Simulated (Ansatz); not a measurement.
# AsH (triplet): RPA-PBE over a scan of the distance As1–H2, aug-cc-pVDZ

How well do these functionals follow the top wave-function level for AsH (triplet) over a scan of the distance As1–H2?

Method: aug-cc-pVDZ, all electrons in the functionals, frozen cores in the correlation of double hybrids and RPA; program: Ansatz 0.2.0, Gaussian basis.

Plan: RPA-PBE, at 1.223 Å; 1.352 Å; 1.531 Å; 1.682 Å; 1.888 Å; 2.122 Å; 2.501 Å; 2.854 Å; 3.439 Å; 4.148 Å; 5.166 Å.

14 further runs of the same task are left out: 1 for a known fault of the program, 9 that didn't finish, 4 set aside as unsound or not needed.

### Step 1. The system

The geometry derives from a PBE0/def2-TZVP stationary point (not a proven minimum). One bond is set to the value named and the two fragments are kept rigid. No spin-orbit coupling is included. The filled d shell of As may be among the frozen orbitals whatever the setting's name suggests; the logs give the count.

2 atoms, charge 0, spin multiplicity 3.

Atoms are counted from 1 here; the program's logs count them from 0.

Bond lengths: As1–H2 1.531 Å.

Coordinates:

```csv
atom,x (Å),y (Å),z (Å)
As1,0.00000,0.00000,0.00000
H2,0.00000,0.00000,1.53140
```

No dispersion term is added.

The geometry shown and the zero of energy belong to the point 1.531 Å. The yardstick, FCI, and other wave-function levels (R restricted, U unrestricted, valence and pair active spaces) come from earlier runs.

### Step 2. RPA-PBE, 1.223 Å

Input file in.yaml:

```yaml
crystal:
  periodic: [false, false, false]
  atoms:
    - {symbol: As, position_ang: [0.000000, 0.000000, 0.000000]}
    - {symbol: H, position_ang: [0.000000, 0.000000, 1.223000]}
basis:
  gaussian: {orbitals: aug-cc-pVDZ}
magnetization: {spin_polarized: true, initial_magnetization: 2}
hamiltonian: {xc: {name: PBE}}
correlation: {method: rpa, electrons: outside_noble_gas}
```

On the command line:

```
$ ansatz run in.yaml --threads 1 --pin off --events-out ev --progress --plain --max-ram 2393MiB
```

The log of the run:

```text
Functional definition: PBE
  name "PBE"
  cite "Perdew, Burke & Ernzerhof, Phys. Rev. Lett. 77, 3865 (1996) doi:10.1103/PhysRevLett.77.3865"
  parent pbe
  parameter kappa = 0.804
  parameter beta = 0.06672455060314922
  exchange = pbe_x(kappa = kappa, mu = beta*pi^2/3)
  correlation = pbe_c(beta = beta)
511 factors; integrals over basis functions are off by at most 2.3e-4 eV
mean field evaluation 1: about -60843.9784 eV, gradient 8.7e0 eV
mean field evaluation 2: about -60843.9786 eV, gradient 8.7e0 eV
mean field evaluation 4: about -60844.5559 eV, gradient 9.8e-1 eV
mean field evaluation 8: about -60844.5635 eV, gradient 2.9e-3 eV
mean field -60844.56346255 eV, -2235.9964653224 hartree, gradient 5.6e-6 eV, S^2 2.003402; 0 other end points of the search recorded, 0 dependent functions left out
14 core orbitals not correlated: weight in the atoms' cores, before any rotation towards them, 0.998 or more for the frozen orbitals, at most 0.001 for the correlated occupied ones
reference -60808.53031879 eV, -2234.6722717131 hartree; 4, 2 occupied and 27, 29 virtual orbitals, 511 factors
Total energy: -60812.86870420 eV, -2234.8317044365 hartree
```

Run time: 0.6 s. Hardware: 1 thread of Intel Xeon 6975P-C, shared host.

From the report: ⟨S²⟩ of the determinant 2.003 (pure triplet: 2.00).

### Step 3. RPA-PBE, 1.352 Å

Changes to in.yaml since step 2:

```diff
@@ -4,3 +4,3 @@
     - {symbol: As, position_ang: [0.000000, 0.000000, 0.000000]}
-    - {symbol: H, position_ang: [0.000000, 0.000000, 1.223000]}
+    - {symbol: H, position_ang: [0.000000, 0.000000, 1.352000]}
 basis:
```

Launched as before.

The log of the run:

```text
Functional definition: PBE
  name "PBE"
  cite "Perdew, Burke & Ernzerhof, Phys. Rev. Lett. 77, 3865 (1996) doi:10.1103/PhysRevLett.77.3865"
  parent pbe
  parameter kappa = 0.804
  parameter beta = 0.06672455060314922
  exchange = pbe_x(kappa = kappa, mu = beta*pi^2/3)
  correlation = pbe_c(beta = beta)
511 factors; integrals over basis functions are off by at most 4.2e-4 eV
mean field evaluation 1: about -60845.1424 eV, gradient 7.6e0 eV
mean field evaluation 2: about -60845.1407 eV, gradient 7.6e0 eV
mean field evaluation 4: about -60845.6086 eV, gradient 1.0e0 eV
mean field evaluation 8: about -60845.6186 eV, gradient 3.0e-3 eV
mean field -60845.61858886 eV, -2236.0352404990 hartree, gradient 5.7e-6 eV, S^2 2.003564; 0 other end points of the search recorded, 0 dependent functions left out
14 core orbitals not correlated: weight in the atoms' cores, before any rotation towards them, 0.999 or more for the frozen orbitals, at most 0.000 for the correlated occupied ones
reference -60809.54203994 eV, -2234.7094517797 hartree; 4, 2 occupied and 27, 29 virtual orbitals, 511 factors
Total energy: -60813.93809999 eV, -2234.8710040069 hartree
```

Run time: 0.63 s. Hardware: 1 thread of Intel Xeon 6975P-C, shared host.

From the report: ⟨S²⟩ of the determinant 2.004 (pure triplet: 2.00).

### Step 4. RPA-PBE, 1.531 Å

Changes to in.yaml since step 3:

```diff
@@ -4,3 +4,3 @@
     - {symbol: As, position_ang: [0.000000, 0.000000, 0.000000]}
-    - {symbol: H, position_ang: [0.000000, 0.000000, 1.352000]}
+    - {symbol: H, position_ang: [0.000000, 0.000000, 1.531400]}
 basis:
```

Same command.

The log of the run:

```text
Functional definition: PBE
  name "PBE"
  cite "Perdew, Burke & Ernzerhof, Phys. Rev. Lett. 77, 3865 (1996) doi:10.1103/PhysRevLett.77.3865"
  parent pbe
  parameter kappa = 0.804
  parameter beta = 0.06672455060314922
  exchange = pbe_x(kappa = kappa, mu = beta*pi^2/3)
  correlation = pbe_c(beta = beta)
509 factors; integrals over basis functions are off by at most 1.1e-3 eV
mean field evaluation 1: about -60845.6825 eV, gradient 6.6e0 eV
mean field evaluation 2: about -60845.6810 eV, gradient 6.6e0 eV
mean field evaluation 4: about -60846.0436 eV, gradient 1.3e0 eV
mean field evaluation 8: about -60846.0604 eV, gradient 5.6e-3 eV
mean field -60846.06042083 eV, -2236.0514775245 hartree, gradient 1.9e-6 eV, S^2 2.004181; 0 other end points of the search recorded, 0 dependent functions left out
14 core orbitals not correlated: weight in the atoms' cores, before any rotation towards them, 0.999 or more for the frozen orbitals, at most 0.000 for the correlated occupied ones
reference -60809.88412594 eV, -2234.7220232085 hartree; 4, 2 occupied and 27, 29 virtual orbitals, 509 factors
Total energy: -60814.37824935 eV, -2234.8871791974 hartree
```

Run time: 0.6 s. Hardware: 1 thread of Intel Xeon 6975P-C, shared host.

From the report: ⟨S²⟩ of the determinant 2.004 (pure triplet: 2.00).

### Step 5. RPA-PBE, 1.682 Å

Changes to in.yaml since step 4:

```diff
@@ -4,3 +4,3 @@
     - {symbol: As, position_ang: [0.000000, 0.000000, 0.000000]}
-    - {symbol: H, position_ang: [0.000000, 0.000000, 1.531400]}
+    - {symbol: H, position_ang: [0.000000, 0.000000, 1.682000]}
 basis:
```

Same command.

The log of the run:

```text
Functional definition: PBE
  name "PBE"
  cite "Perdew, Burke & Ernzerhof, Phys. Rev. Lett. 77, 3865 (1996) doi:10.1103/PhysRevLett.77.3865"
  parent pbe
  parameter kappa = 0.804
  parameter beta = 0.06672455060314922
  exchange = pbe_x(kappa = kappa, mu = beta*pi^2/3)
  correlation = pbe_c(beta = beta)
509 factors; integrals over basis functions are off by at most 1.1e-3 eV
mean field evaluation 1: about -60845.6203 eV, gradient 6.0e0 eV
mean field evaluation 2: about -60845.6207 eV, gradient 6.0e0 eV
mean field evaluation 4: about -60845.9288 eV, gradient 1.6e0 eV
mean field evaluation 8: about -60845.9547 eV, gradient 1.1e-2 eV
mean field -60845.95467253 eV, -2236.0475913460 hartree, gradient 3.5e-6 eV, S^2 2.005478; 0 other end points of the search recorded, 0 dependent functions left out
14 core orbitals not correlated: weight in the atoms' cores, before any rotation towards them, 1.000 or more for the frozen orbitals, at most 0.000 for the correlated occupied ones
reference -60809.67585922 eV, -2234.7143695475 hartree; 4, 2 occupied and 27, 29 virtual orbitals, 509 factors
Total energy: -60814.26592564 eV, -2234.8830513771 hartree
```

Run time: 0.66 s. Hardware: 1 thread of Intel Xeon 6975P-C, shared host.

From the report: ⟨S²⟩ of the determinant 2.005 (pure triplet: 2.00).

From 1.531 Å: +0.112 eV.

### Step 6. RPA-PBE, 1.888 Å

Changes to in.yaml since step 5:

```diff
@@ -4,3 +4,3 @@
     - {symbol: As, position_ang: [0.000000, 0.000000, 0.000000]}
-    - {symbol: H, position_ang: [0.000000, 0.000000, 1.682000]}
+    - {symbol: H, position_ang: [0.000000, 0.000000, 1.888000]}
 basis:
```

The command is unchanged.

The log of the run (excerpt; [...] marks lines left out):

```text
Functional definition: PBE
  name "PBE"
  cite "Perdew, Burke & Ernzerhof, Phys. Rev. Lett. 77, 3865 (1996) doi:10.1103/PhysRevLett.77.3865"
  parent pbe
[...]
509 factors; integrals over basis functions are off by at most 1.2e-3 eV
[...]
mean field -60845.50663444 eV, -2236.0311262501 hartree, gradient 6.0e-6 eV, S^2 2.010194; 0 other end points of the search recorded, 0 dependent functions left out
14 core orbitals not correlated: weight in the atoms' cores, before any rotation towards them, 1.000 or more for the frozen orbitals, at most 0.000 for the correlated occupied ones
reference -60809.07803463 eV, -2234.6923998991 hartree; 4, 2 occupied and 27, 29 virtual orbitals, 509 factors
Total energy: -60813.81511941 eV, -2234.8664845540 hartree
```

It took 0.63 s on 1 thread of Intel Xeon 6975P-C, shared host.

From the report: ⟨S²⟩ of the determinant 2.010 (pure triplet: 2.00).

From 1.531 Å: +0.563 eV.

### Step 7. RPA-PBE, 2.122 Å

Changes to in.yaml since step 6:

```diff
@@ -4,3 +4,3 @@
     - {symbol: As, position_ang: [0.000000, 0.000000, 0.000000]}
-    - {symbol: H, position_ang: [0.000000, 0.000000, 1.888000]}
+    - {symbol: H, position_ang: [0.000000, 0.000000, 2.122000]}
 basis:
```

The command is unchanged.

The log of the run (excerpt; [...] marks lines left out):

```text
Functional definition: PBE
  name "PBE"
  cite "Perdew, Burke & Ernzerhof, Phys. Rev. Lett. 77, 3865 (1996) doi:10.1103/PhysRevLett.77.3865"
  parent pbe
[...]
509 factors; integrals over basis functions are off by at most 1.1e-3 eV
[...]
mean field -60844.86613683 eV, -2236.0075883971 hartree, gradient 1.3e-6 eV, S^2 2.028765; 0 other end points of the search recorded, 0 dependent functions left out
14 core orbitals not correlated: weight in the atoms' cores, before any rotation towards them, 1.000 or more for the frozen orbitals, at most 0.000 for the correlated occupied ones
reference -60808.28697002 eV, -2234.6633288110 hartree; 4, 2 occupied and 27, 29 virtual orbitals, 509 factors
Total energy: -60813.19095670 eV, -2234.8435469973 hartree
```

Run time: 0.66 s. Hardware: 1 thread of Intel Xeon 6975P-C, shared host.

From the report: ⟨S²⟩ of the determinant 2.029 (pure triplet: 2.00).

From 1.531 Å: +1.187 eV.

### Step 8. RPA-PBE, 2.501 Å

Changes to in.yaml since step 7:

```diff
@@ -4,3 +4,3 @@
     - {symbol: As, position_ang: [0.000000, 0.000000, 0.000000]}
-    - {symbol: H, position_ang: [0.000000, 0.000000, 2.122000]}
+    - {symbol: H, position_ang: [0.000000, 0.000000, 2.501000]}
 basis:
```

The command is unchanged.

The log of the run (excerpt; [...] marks lines left out):

```text
Functional definition: PBE
  name "PBE"
  cite "Perdew, Burke & Ernzerhof, Phys. Rev. Lett. 77, 3865 (1996) doi:10.1103/PhysRevLett.77.3865"
  parent pbe
[...]
509 factors; integrals over basis functions are off by at most 7.9e-4 eV
[...]
mean field -60843.94289005 eV, -2235.9736597036 hartree, gradient 2.1e-7 eV, S^2 2.252809; 2 other end points of the search recorded, 0 dependent functions left out
14 core orbitals not correlated: weight in the atoms' cores, before any rotation towards them, 1.000 or more for the frozen orbitals, at most 0.000 for the correlated occupied ones
reference -60807.55297208 eV, -2234.6363548842 hartree; 4, 2 occupied and 27, 29 virtual orbitals, 509 factors
Total energy: -60812.29768930 eV, -2234.8107200258 hartree
```

Wall time 0.87 s (1 thread of Intel Xeon 6975P-C, shared host).

From the report: ⟨S²⟩ of the determinant 2.253 (pure triplet: 2.00).

From 1.531 Å: +2.081 eV.

### Step 9. RPA-PBE, 2.854 Å

Changes to in.yaml since step 8:

```diff
@@ -4,3 +4,3 @@
     - {symbol: As, position_ang: [0.000000, 0.000000, 0.000000]}
-    - {symbol: H, position_ang: [0.000000, 0.000000, 2.501000]}
+    - {symbol: H, position_ang: [0.000000, 0.000000, 2.854000]}
 basis:
```

Same command.

The log of the run (excerpt; [...] marks lines left out):

```text
Functional definition: PBE
  name "PBE"
  cite "Perdew, Burke & Ernzerhof, Phys. Rev. Lett. 77, 3865 (1996) doi:10.1103/PhysRevLett.77.3865"
  parent pbe
[...]
509 factors; integrals over basis functions are off by at most 7.5e-4 eV
[...]
mean field -60843.46885619 eV, -2235.9562392807 hartree, gradient 5.2e-6 eV, S^2 2.667837; 4 other end points of the search recorded, 0 dependent functions left out
14 core orbitals not correlated: weight in the atoms' cores, before any rotation towards them, 1.000 or more for the frozen orbitals, at most 0.000 for the correlated occupied ones
reference -60807.82397298 eV, -2234.6463139836 hartree; 4, 2 occupied and 27, 29 virtual orbitals, 509 factors
Total energy: -60811.85129572 eV, -2234.7943153646 hartree
```

Run time: 1.6 s. Hardware: 1 thread of Intel Xeon 6975P-C, shared host.

From the report: ⟨S²⟩ of the determinant 2.668 (pure triplet: 2.00). The determinant is far from a pure spin state, so its energy mixes those of several spin states (harmless only where they are near-degenerate, as at dissociation).

From 1.531 Å: +2.527 eV.

### Step 10. RPA-PBE, 3.439 Å

Changes to in.yaml since step 9:

```diff
@@ -4,3 +4,3 @@
     - {symbol: As, position_ang: [0.000000, 0.000000, 0.000000]}
-    - {symbol: H, position_ang: [0.000000, 0.000000, 2.854000]}
+    - {symbol: H, position_ang: [0.000000, 0.000000, 3.439000]}
 basis:
```

Same command.

The log of the run (excerpt; [...] marks lines left out):

```text
Functional definition: PBE
  name "PBE"
  cite "Perdew, Burke & Ernzerhof, Phys. Rev. Lett. 77, 3865 (1996) doi:10.1103/PhysRevLett.77.3865"
  parent pbe
[...]
509 factors; integrals over basis functions are off by at most 9.1e-4 eV
[...]
mean field -60843.22292340 eV, -2235.9472014172 hartree, gradient 2.1e-6 eV, S^2 2.942034; 6 other end points of the search recorded, 0 dependent functions left out
14 core orbitals not correlated: weight in the atoms' cores, before any rotation towards them, 1.000 or more for the frozen orbitals, at most 0.000 for the correlated occupied ones
reference -60808.08807923 eV, -2234.6560197093 hartree; 4, 2 occupied and 27, 29 virtual orbitals, 509 factors
Total energy: -60811.71087610 eV, -2234.7891550385 hartree
```

Wall time 2.8 s (1 thread of Intel Xeon 6975P-C, shared host).

From the report: ⟨S²⟩ of the determinant 2.942 (pure triplet: 2.00). The determinant is far from a pure spin state, so its energy mixes those of several spin states (harmless only where they are near-degenerate, as at dissociation).

From 1.531 Å: +2.667 eV.

### Step 11. RPA-PBE, 4.148 Å

Changes to in.yaml since step 10:

```diff
@@ -4,3 +4,3 @@
     - {symbol: As, position_ang: [0.000000, 0.000000, 0.000000]}
-    - {symbol: H, position_ang: [0.000000, 0.000000, 3.439000]}
+    - {symbol: H, position_ang: [0.000000, 0.000000, 4.148000]}
 basis:
```

Launched as before.

The log of the run (excerpt; [...] marks lines left out):

```text
Functional definition: PBE
  name "PBE"
  cite "Perdew, Burke & Ernzerhof, Phys. Rev. Lett. 77, 3865 (1996) doi:10.1103/PhysRevLett.77.3865"
  parent pbe
[...]
509 factors; integrals over basis functions are off by at most 7.3e-4 eV
[...]
mean field -60843.16892155 eV, -2235.9452168860 hartree, gradient 2.4e-6 eV, S^2 2.992573; 0 other end points of the search recorded, 0 dependent functions left out
14 core orbitals not correlated: weight in the atoms' cores, before any rotation towards them, 1.000 or more for the frozen orbitals, at most 0.000 for the correlated occupied ones
reference -60808.12505011 eV, -2234.6573783640 hartree; 4, 2 occupied and 27, 29 virtual orbitals, 509 factors
Total energy: -60811.69428224 eV, -2234.7885452254 hartree
```

It took 0.84 s on 1 thread of Intel Xeon 6975P-C, shared host.

From the report: ⟨S²⟩ of the determinant 2.993 (pure triplet: 2.00). The determinant is far from a pure spin state, so its energy mixes those of several spin states (harmless only where they are near-degenerate, as at dissociation).

From 1.531 Å: +2.684 eV.

### Step 12. RPA-PBE, 5.166 Å

Changes to in.yaml since step 11:

```diff
@@ -4,3 +4,3 @@
     - {symbol: As, position_ang: [0.000000, 0.000000, 0.000000]}
-    - {symbol: H, position_ang: [0.000000, 0.000000, 4.148000]}
+    - {symbol: H, position_ang: [0.000000, 0.000000, 5.166000]}
 basis:
```

Launched as before.

The log of the run (excerpt; [...] marks lines left out):

```text
Functional definition: PBE
  name "PBE"
  cite "Perdew, Burke & Ernzerhof, Phys. Rev. Lett. 77, 3865 (1996) doi:10.1103/PhysRevLett.77.3865"
  parent pbe
[...]
509 factors; integrals over basis functions are off by at most 3.7e-4 eV
[...]
mean field -60843.15876217 eV, -2235.9448435354 hartree, gradient 2.0e-6 eV, S^2 2.999964; 3 other end points of the search recorded, 0 dependent functions left out
14 core orbitals not correlated: weight in the atoms' cores, before any rotation towards them, 1.000 or more for the frozen orbitals, at most 0.000 for the correlated occupied ones
reference -60808.13128252 eV, -2234.6576074010 hartree; 4, 2 occupied and 27, 29 virtual orbitals, 509 factors
Total energy: -60811.69103186 eV, -2234.7884257763 hartree
```

Run time: 3.4 s. Hardware: 1 thread of Intel Xeon 6975P-C, shared host.

From the report: ⟨S²⟩ of the determinant 3.000 (pure triplet: 2.00). The determinant is far from a pure spin state, so its energy mixes those of several spin states (harmless only where they are near-degenerate, as at dissociation).

From 1.531 Å: +2.687 eV.

### Step 13. The comparison

The yardstick is full CI for this spin, exact in this basis with these frozen cores. It comes from earlier runs at the same points. Energies in eV, counted from 1.531 Å; blanks weren't run or aren't comparable.

```csv
level,1.223 Å,1.352 Å,1.531 Å,1.682 Å,1.888 Å,2.122 Å,2.501 Å,2.854 Å,3.439 Å,4.148 Å,5.166 Å
FCI,1.479,0.422,0.000,0.124,0.579,1.182,1.959,2.352,2.572,2.623,2.633
RPA-PBE,1.510,0.440,0.000,0.112,0.563,1.187,2.081,2.527,2.667,2.684,2.687
```

Largest miss and mean time a point (FCI took 40 s a point; shared hosts):

```csv
level,largest miss (eV),where,time a point
RPA-PBE,+0.175,2.854 Å,1.2 s
```

### Step 14. Outcome

| quantity | value |
| --- | --- |
| span of the FCI curve | 2.633 eV |
| largest miss, RPA-PBE | +0.175 eV (2.854 Å) |

What this shows: RPA-PBE strays by up to 0.175 eV, at 2.854 Å. RPA-PBE clearly breaks the spin symmetry at some points (⟨S²⟩ up to 1.00 above the pure value), so energy there is bought with a mixed spin. Functionals and the yardstick converge differently with the basis, so part of each miss in aug-cc-pVDZ is the basis.
